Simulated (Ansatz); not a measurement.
**C3H6BN: basis-set convergence**

An exercise on one series of results from a longer session: the logs are not shown, and one member is left open.

Program: Ansatz 0.2.0, Gaussian basis. Level of theory: one geometry, several basis sets. These are calculated values, not measurements.

Plan: PBE0-D4/def2-SVP; ωB97M-V/def2-SVP; PBE0-D4/def2-QZVPP; ωB97M-V/def2-QZVPP; the functionals' def2-TZVPP values are taken from earlier runs.

## The relaxed structure

An earlier PBE0-D4 in a triple-zeta def2 set relaxation fixed the geometry.

SMILES `BN=C1CC1`, 11 atoms, charge 0, spin multiplicity 1.

Atoms are counted from 1 here; the program's logs count them from 0.

Bond lengths: B1–N2 1.355 Å, B1–H6 1.198 Å, B1–H7 1.198 Å, N2–C3 1.228 Å, C3–C4 1.460 Å, C3–C5 1.460 Å, C4–C5 1.541 Å, C4–H8 1.085 Å, C4–H9 1.085 Å, C5–H10 1.085 Å, C5–H11 1.085 Å. Angles: N2–B1–H6 118.8°, N2–B1–H7 118.8°, H6–B1–H7 122.4°, B1–N2–C3 180.0°, N2–C3–C4 148.1°, N2–C3–C5 148.1°, C4–C3–C5 63.7°, C3–C4–C5 58.1°, C3–C4–H8 118.4°, C3–C4–H9 118.4°, C5–C4–H8 117.8°, C5–C4–H9 117.8°, H8–C4–H9 114.8°, C3–C5–C4 58.1°, C3–C5–H10 118.4°, C3–C5–H11 118.4°, C4–C5–H10 117.8°, C4–C5–H11 117.8° and more.

Set-up of the first run:

File in.yaml:

```yaml
crystal:
  periodic: [false, false, false]
  atoms:
    - {symbol: B, position_ang: [-1.008715, 1.859187, -1.211233]}
    - {symbol: N, position_ang: [-0.446496, 0.825960, -0.538499]}
    - {symbol: C, position_ang: [0.063394, -0.110504, 0.070852]}
    - {symbol: C, position_ang: [0.029611, -1.003651, 1.224728]}
    - {symbol: C, position_ang: [1.125787, -1.108429, 0.146758]}
    - {symbol: H, position_ang: [-1.842931, 1.624187, -2.037921]}
    - {symbol: H, position_ang: [-0.652692, 2.974562, -0.958776]}
    - {symbol: H, position_ang: [-0.727305, -1.780562, 1.253844]}
    - {symbol: H, position_ang: [0.310079, -0.604978, 2.194141]}
    - {symbol: H, position_ang: [2.125793, -0.778611, 0.408613]}
    - {symbol: H, position_ang: [1.088674, -1.954162, -0.532008]}
basis:
  gaussian: {orbitals: def2-SVP}
hamiltonian: {xc: pbe0, dispersion: d4}
output: {orbitals: {seedname: orbitals}}
```

On the command line:

```console
$ ansatz run in.yaml --threads 2 --pin off --events-out ev --progress --plain --max-ram 4352MiB
```

Among the steps run: PBE0-D4 in def2-SVP; ωB97M-V in def2-SVP; PBE0-D4 in def2-QZVPP; ωB97M-V in def2-QZVPP.

One of the session's tables, all rows but one given; the rest of the session is left out.

It belongs to the step «Density functionals: the series». 

| functional | basis | HOMO (eV) |
| --- | --- | --- |
| PBE0-D4 | def2-SVP | -7.15 |
| PBE0-D4 | def2-TZVPP | ? |
| PBE0-D4 | def2-QZVPP | -7.15 |
| ωB97M-V | def2-SVP | -9.37 |
| ωB97M-V | def2-TZVPP | -9.37 |
| ωB97M-V | def2-QZVPP | -9.37 |

Q: Estimate the row for PBE0-D4, def2-TZVPP from the others.

The run gave: HOMO (eV): -7.14. In the column «HOMO (eV)» it is the highest.
